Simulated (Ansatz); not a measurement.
# C2H4ClFOSi: the cost of one run

Program: Ansatz 0.2.0. Level of theory: RKS LDA/def2-SVP. These are calculated values, not measurements.

## Step 1: The starting structure

Bond lengths: F1–C2 1.406 Å, C2–Cl3 1.747 Å, C2–Si4 1.788 Å, Si4–O6 1.621 Å, C5–O6 1.400 Å, C2–H7 1.097 Å, Si4–H8 1.515 Å, C5–H9 1.043 Å, C5–H10 1.071 Å. Angles: F1–C2–Cl3 106.9°, F1–C2–Si4 111.8°, F1–C2–H7 108.2°, Cl3–C2–Si4 108.7°, Cl3–C2–H7 106.9°, Si4–C2–H7 114.0°, C2–Si4–O6 123.6°, C2–Si4–H8 113.7°, O6–Si4–H8 110.0°, Si4–O6–C5 98.6°, O6–C5–H9 117.9°, O6–C5–H10 116.9°, H9–C5–H10 117.6°.

Coordinates:

```xyz
10

F     1.1962   -2.3240   -0.4160
C     1.0473   -0.9531   -0.1411
Cl    2.2797   -0.5329    1.0237
Si   -0.5544   -0.5866    0.5634
C    -0.8926    1.6240    0.0493
O    -0.9427    0.8473    1.2125
H     1.2706   -0.3928   -1.0579
H    -1.7142   -1.1142   -0.2559
H    -1.6857    1.5471   -0.6240
H     0.0788    1.8340   -0.3510
```

## Step 2: End point A

input.yaml

```yaml
crystal:
  periodic: [false, false, false]
  atoms:
    - { symbol: F, position_ang: [1.1962, -2.324, -0.416] }
    - { symbol: C, position_ang: [1.0473, -0.9531, -0.1411] }
    - { symbol: Cl, position_ang: [2.2797, -0.5329, 1.0237] }
    - { symbol: Si, position_ang: [-0.5544, -0.5866, 0.5634] }
    - { symbol: C, position_ang: [-0.8926, 1.624, 0.0493] }
    - { symbol: O, position_ang: [-0.9427, 0.8473, 1.2125] }
    - { symbol: H, position_ang: [1.2706, -0.3928, -1.0579] }
    - { symbol: H, position_ang: [-1.7142, -1.1142, -0.2559] }
    - { symbol: H, position_ang: [-1.6857, 1.5471, -0.624] }
    - { symbol: H, position_ang: [0.0788, 1.834, -0.351] }
basis:
  gaussian: { orbitals: def2-SVP }
hamiltonian:
  xc: lda
relax:
  f_tol: 0.015
  max_steps: 40
```

Started as:

```
> ansatz run input.yaml --threads 2 --pin off --max-ram 3072MiB --backend cpu --events-out ev --progress --plain --runs-dir out
```

What time and memory should one allow on 2 threads of Arm Neoverse V1, shared host?

About 55 s, with a peak of 0.18 GiB.
